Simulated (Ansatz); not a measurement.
# Sn3Bi: properties at the relaxed cell

One table from this session's results is given with a row withheld; the runs are named, their logs left out.

Method: DFT PBEsol, scalar-relativistic, plane waves, PAW, in Ansatz 0.2.0.

**The starting structure**

Symmetry: I4/mmm, No. 139, tetragonal system. The conventional cell has a = 4.776 Å, b = 4.776 Å, c = 9.692 Å, α = 90.00°, β = 90.00°, γ = 90.00°. Sn (site symmetry 4/mmm) is surrounded by 4 Bi at 3.38 Å and 8 Sn at 3.40 Å. Sn (site symmetry -4m2) is surrounded by 8 Sn at 3.38 to 3.40 Å and 4 Bi at 3.40 Å. Around Bi (site symmetry 4/mmm) lie 12 Sn at 3.38 to 3.40 Å.

Coordinates:

```xyz
4
Lattice="-2.3880 2.3880 4.8459 2.3880 -2.3880 4.8459 2.3880 2.3880 -4.8459" Properties=species:S:1:pos:R:3 pbc="T T T"
Sn    0.0000    0.0000    4.8459
Sn    2.3880    0.0000    2.4229
Sn    0.0000    2.3880    2.4229
Bi    0.0000    0.0000    0.0000
```

It goes back to an entry of the Materials Project, which need not be the stable form.

This cell was relaxed beforehand with the same method: volume 27.63 Å³/atom, gap on the mesh none (metal).

Set-up of the first run:

File input.yaml:

```yaml
crystal:
  lattice:
    - [-2.3638563865, 2.3638563865, 4.7969086366]
    - [2.3638563865, -2.3638563865, 4.7969086366]
    - [2.3638563865, 2.3638563865, -4.7969086366]
  atoms:
    - { symbol: Sn, position: [0.5, 0.5, 0.0] }
    - { symbol: Sn, position: [0.25, 0.75, 0.5] }
    - { symbol: Sn, position: [0.75, 0.25, 0.5] }
    - { symbol: Bi, position: [0.0, 0.0, 0.0] }
basis:
  ecutwfc: 420
kpoints:
  mp_grid: { grid: [12, 12, 12] }
hamiltonian:
  xc: pbesol
scf:
  occupations: { method: gaussian, width: 0.1 }
output:
  forces: true
  stress: true
  eigenvalues: true
relax:
  adjacent_minimum: "off"
  f_tol: 0.01
  max_steps: 30
  cell: { stress_tol: 0.1, fix: [volume] }
```

Launch:

```sh
$ ansatz run input.yaml --threads 1 --pin off --max-ram 2560MiB --backend cpu --events-out ev --progress --plain --runs-dir out
```

Steps of the session up to this table: The cell scaled to 0.97 of its volume; Volume × 1.03; The cell scaled to 0.94 of its volume; Volume × 1.06; Point at V/V0 = 0.91; Point at V/V0 = 1.10; The cell scaled to 0.88 of its volume.

One of the session's tables, all rows but one given; the rest of the session is left out.

It belongs to the step «Energy against volume». 

| volume (Å³/atom) | energy above the lowest point (meV/atom) | pressure (GPa) |
| --- | --- | --- |
| 24.317 | 86.8 | 9.43 |
| 25.146 | ? | ? |
| 25.975 | 19.3 | 3.93 |
| 26.804 | 4.6 | 1.80 |
| 27.633 | 0.0 | 0.00 |
| 28.462 | 4.1 | -1.53 |
| 29.291 | 15.4 | -2.81 |
| 30.397 | 39.9 | -4.21 |

Estimate the missing values for volume (Å³/atom) = 25.146.

Worked estimate for «energy above the lowest point (meV/atom)». A straight line through the neighbours (24.317, 86.8) and (25.975, 19.3) gives 86.8 + (19.3 − 86.8) × (25.146 − 24.317) / (25.975 − 24.317) = 53.0; a parabola fitted to 3 rows on both sides gives 46.7.

As computed: energy above the lowest point (meV/atom): 46.0; pressure (GPa): 6.44. In «energy above the lowest point (meV/atom)» the line misses by +7.0 and the parabola by +0.7.
